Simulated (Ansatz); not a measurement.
# FH5OSi2: the cost of one run

All numbers below are computed with Ansatz 0.2.0 (RKS B3LYP-D4/6-31G).

## (1) The structure to begin with

Bond lengths: Si1–F2 1.590 Å, Si1–O3 1.680 Å, O3–H4 1.010 Å, Si1–Si5 2.218 Å, Si5–H6 1.460 Å, Si5–H7 1.460 Å, Si5–H8 1.460 Å, Si1–H9 1.459 Å. Angles: F2–Si1–O3 109.4°, F2–Si1–Si5 109.5°, F2–Si1–H9 109.5°, O3–Si1–Si5 109.5°, O3–Si1–H9 109.5°, Si5–Si1–H9 109.5°, Si1–O3–H4 109.5°, Si1–Si5–H6 109.5°, Si1–Si5–H7 109.5°, Si1–Si5–H8 109.5°, H6–Si5–H7 109.4°, H6–Si5–H8 109.4°, H7–Si5–H8 109.4°.

As a file:

```xyz
9

Si    0.0000    0.0000    0.0000
F     0.0000    0.0000    1.5900
O     1.5842    0.0000   -0.5594
H     1.9006   -0.9521   -0.6761
Si   -1.0456    1.8115   -0.7393
H    -2.4302    1.4780   -1.0607
H    -1.0215    2.8436    0.2931
H    -0.3743    2.3069   -1.9374
H    -0.6877   -1.1914   -0.4862
```

## (2) Preparing the start

Input file input.yaml:

```yaml
crystal:
  periodic: [false, false, false]
  atoms:
    - { symbol: Si, position_ang: [0.0, 0.0, 0.0] }
    - { symbol: F, position_ang: [0.0, 0.0, 1.59] }
    - { symbol: O, position_ang: [1.5842, 0.0, -0.5594] }
    - { symbol: H, position_ang: [1.9006, -0.9521, -0.6761] }
    - { symbol: Si, position_ang: [-1.0456, 1.8115, -0.7393] }
    - { symbol: H, position_ang: [-2.4302, 1.478, -1.0607] }
    - { symbol: H, position_ang: [-1.0215, 2.8436, 0.2931] }
    - { symbol: H, position_ang: [-0.3743, 2.3069, -1.9374] }
    - { symbol: H, position_ang: [-0.6877, -1.1914, -0.4862] }
basis:
  gaussian: { orbitals: "6-31G" }
hamiltonian:
  xc: b3lyp
  dispersion: d4
relax:
  f_tol: 0.02
  max_steps: 40
```

Run with:

```
> ansatz run input.yaml --threads 1 --pin off --max-ram 2048MiB --backend cpu --events-out ev --progress --plain --runs-dir out
```

Q: Estimate wall time and peak memory on 1 thread of Arm Neoverse V1, shared host.

About 38 s, with a peak of 0.13 GiB.
